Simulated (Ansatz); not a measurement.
# C4H5F3O2: the cost of one run

Computed with Ansatz 0.2.0, Gaussian basis. Level: the settings change from run to run.

### 1 The molecule

An earlier PBE0-D4 in a triple-zeta def2 set relaxation fixed the geometry.

SMILES `CCOC(=O)C(F)(F)F`, 14 atoms, charge 0, spin multiplicity 1.

Atoms are counted from 1 here; the program's logs count them from 0.

Bond lengths: C1–C2 1.507 Å, C1–H10 1.091 Å, C1–H11 1.091 Å, C1–H12 1.092 Å, C2–O3 1.442 Å, C2–H13 1.089 Å, C2–H14 1.091 Å, O3–C4 1.318 Å, C4–O5 1.194 Å, C4–C6 1.545 Å, C6–F7 1.321 Å, C6–F8 1.334 Å, C6–F9 1.333 Å. Angles: C2–C1–H10 111.0°, C2–C1–H11 110.9°, C2–C1–H12 109.4°, H10–C1–H11 109.1°, H10–C1–H12 108.1°, H11–C1–H12 108.3°, C1–C2–O3 111.0°, C1–C2–H13 111.9°, C1–C2–H14 111.6°, O3–C2–H13 104.1°, O3–C2–H14 108.5°, H13–C2–H14 109.4°, C2–O3–C4 116.4°, O3–C4–O5 127.7°, O3–C4–C6 109.4°, O5–C4–C6 122.9°, C4–C6–F7 110.5°, C4–C6–F8 110.3° and more.

### 2 revPBE0/aug-cc-pVDZ

File in.yaml:

```yaml
crystal:
  periodic: [false, false, false]
  atoms:
    - {symbol: C, position_ang: [-0.369051, -0.259419, -2.034098]}
    - {symbol: C, position_ang: [-0.198219, 0.896218, -1.081900]}
    - {symbol: O, position_ang: [-0.440604, 0.485379, 0.279440]}
    - {symbol: C, position_ang: [0.576209, -0.058393, 0.918169]}
    - {symbol: O, position_ang: [1.683752, -0.237014, 0.509740]}
    - {symbol: C, position_ang: [0.132073, -0.458031, 2.343511]}
    - {symbol: F, position_ang: [1.142185, -0.987880, 3.010651]}
    - {symbol: F, position_ang: [-0.855598, -1.353284, 2.287726]}
    - {symbol: F, position_ang: [-0.308236, 0.606355, 3.015185]}
    - {symbol: H, position_ang: [0.380847, -1.030128, -1.851953]}
    - {symbol: H, position_ang: [-1.363085, -0.699291, -1.937024]}
    - {symbol: H, position_ang: [-0.249807, 0.095066, -3.060298]}
    - {symbol: H, position_ang: [-0.935068, 1.678996, -1.258014]}
    - {symbol: H, position_ang: [0.804622, 1.321437, -1.141116]}
basis:
  gaussian: {orbitals: aug-cc-pVDZ}
hamiltonian: {xc: {name: revPBE0}}
output: {forces: true}
```

Started as:

```
$ ansatz run in.yaml --threads 2 --pin off --events-out ev --progress --plain --max-ram 20480MiB --backend cpu
```

**Question.** How long does this run take on 2 threads of AMD EPYC 7R13, shared host, and how much memory does it need?

About 12 s, with a peak of 1.1 GiB.
